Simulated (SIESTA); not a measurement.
Ta3AsAu2O13 in SIESTA: the effect of basis

Ta3AsAu2O13:

```
Ta As Au O
1.0
     5.45204    0.00000    0.00000
    -2.72602    4.72161    0.00000
     0.00000    0.00000    9.57902
Ta As Au O
3 1 2 13
Direct
  0.00000 0.00000 0.19408
  0.00000 0.00000 0.80592
  0.66667 0.33333 0.00000
  0.00000 0.00000 0.50000
  0.33333 0.66667 0.27428
  0.33333 0.66667 0.72572
  0.00000 0.00000 0.00000
  0.23947 0.97129 0.36402
  0.02871 0.26818 0.36402
  0.73182 0.76053 0.36402
  0.23947 0.97129 0.63598
  0.02871 0.26818 0.63598
  0.73182 0.76053 0.63598
  0.38452 0.33425 0.85844
  0.66575 0.05026 0.85844
  0.94974 0.61548 0.85844
  0.38452 0.33425 0.14156
  0.66575 0.05026 0.14156
  0.94974 0.61548 0.14156
```

The cell was built by a generator and needn't be a form met in nature.

Alike in all runs:

| Item | Value |
| --- | --- |
| Program | SIESTA 5.4.2 |
| Task | band structure |
| Functional | PBE |
| Potentials or basis | PseudoDojo 0.4 standard (PBE files) |
| Grid cutoff | 800 Ry |
| Energy shift | 0.003 Ry |
| k mesh | 6 × 6 × 3 |
| Occupations | fermi-dirac, width 0.05 eV |
| Spin | no spin polarisation |

```csv
basis,pressure (GPa),largest force (eV/Å)
SZ,?,?
SZP,8.3,1.24
DZ,5.8,0.90
DZP,4.4,0.60
TZP,2.7,0.46
TZDP,3.0,0.50
```

Q: What does the run with basis SZ give?

A: Pressure 12.0 GPa; largest force 2.15 eV/Å.

Caveats: short orbitals over semicore shells can move pressures by several GPa; the basis of atomic orbitals isn't converged, which shifts pressures, moduli and gaps; the basis has no polarisation orbitals (some runs); forces of over 1 eV/Å show positions far from the minimum, so gaps and moduli don't describe the material at rest (some runs).
